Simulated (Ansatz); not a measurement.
# YSc in Ansatz: convergence with scf exx energy threshold

Input of the first run (scf exx energy threshold 0.01); the others differ in this setting and in those tied to it:

File input.yaml:

```yaml
crystal:
  lattice:
    - [0.0, 2.8337807, 2.8337807]
    - [2.8337807, 0.0, 2.8337807]
    - [2.8337807, 2.8337807, 0.0]
  atoms:
    - { symbol: "Y", position: [0.25, 0.25, 0.25] }
    - { symbol: Sc, position: [0.0, 0.0, 0.0] }
hamiltonian:
  xc: pbe0
  pseudopotentials: { kind: nc, accuracy: stringent }
kpoints:
  mp_grid: { grid: [4, 4, 4] }
scf:
  occupations: { method: gaussian, width: 0.1 }
  exx: { energy_threshold: 0.01 }
output:
  forces: true
  stress: true
  eigenvalues: true
```

Potentials or basis: PseudoDojo stringent (PBE files).

Command:

```sh
$ ansatz run input.yaml --threads 2 --pin off --max-ram 5632MiB --backend cpu --events-out ev --progress --plain --runs-dir out
```

The cell was built by a generator and needn't be a form met in nature.

Hardware: 2 threads of Arm Neoverse V1 (shared host).

```csv
scf exx energy threshold,"energy less the tightest run, at zero smearing (meV/atom)",SCF cycles,CPU time (s),peak memory (GiB)
0.01,0.00,34,61,1.2
0.001,0.00,35,61,1.2
0.0001,0.00,35,62,1.2
1e-05,0.00,34,59,1.2
1e-06,0.00,37,66,1.2
1e-07,0.00,37,66,1.2
```

Against the tightest run, the energy stays within 1 meV/atom from 0.01 on. The tightest run that finished is the yardstick and may itself not be fully converged.

Caveat, for the tightest run too: the k mesh is coarse (spacing up to 0.48 Å⁻¹), so the values aren't converged, least of all with exact exchange.
